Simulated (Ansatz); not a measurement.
## CH₂Br, SMILES [CH2]Br: a ladder of basis sets, step by step

With Ansatz 0.2.0, Python API.

At the Python prompt:
```pycon
>>> import ansatz
>>> from ase import Atoms
>>> atoms = Atoms(["C", "Br", "H", "H"], positions=[
...     (0.016, -0.2302, -0.1007),
...     (0.1801, 1.373, 0.837),
...     (-0.37, -0.1, -1.1588),
...     (0.2295, -1.103, 0.4021),
... ])
>>> ch2br = ansatz.Crystal.molecule_from_ase(atoms)
>>> model = (
...     ch2br.calculation()
...     .functional("b3lyp")
...     .spin("collinear", total=1)
... )
>>> energies = {}
>>> for basis in ["cc-pVDZ", "cc-pVTZ"]:
...     report = model.basis(gaussian=basis).run().report
...     size = report["n_frozen"] + report["n_occupied"][0] + report["n_virtual"][0]
...     energies[basis] = (report["reference_energy_ev"] / 27.211386246, report["free_energy_ev"] / 27.211386246)
...     print(f"{basis:14s} {size:4d} orbitals  reference {energies[basis][0]:14.6f} Ha  total {energies[basis][1]:14.6f} Ha")
...
cc-pVDZ          51 orbitals  reference   -2613.393970 Ha  total   -2613.393970 Ha
cc-pVTZ         101 orbitals  reference   -2613.485640 Ha  total   -2613.485640 Ha
>>> last = energies["cc-pVTZ"][1]
>>> for basis, (_, total) in energies.items():
...     print(f"{basis:14s} lies {27.211386 * (total - last):9.4f} eV above cc-pVTZ")
...
cc-pVDZ        lies    2.4945 eV above cc-pVTZ
cc-pVTZ        lies    0.0000 eV above cc-pVTZ
```

Against cc-pVDZ: cc-pVTZ -91.7 mHa. The last step alone is -91.67 mHa. From the first set to the last the time grows from 1.9 to 3.3 s.

The drop along the ladder measures the basis error, and is no property of the molecule. The geometry is a force-field or estimated start, not a minimum of this method, and the last set is no limit. Much of the fall in a total is atomic energy, which cancels in bond and reaction energies. The run takes the species as open-shell (spin multiplicity 2), which needn't be its ground state. b3lyp holds the VWN-RPA fit, as in Gaussian; the form of ORCA and Turbomole is b3lyp5. Wall time of the script: 5.8 s on 1 thread of Arm Neoverse V1, on a shared host, peak memory 0.27 GiB.
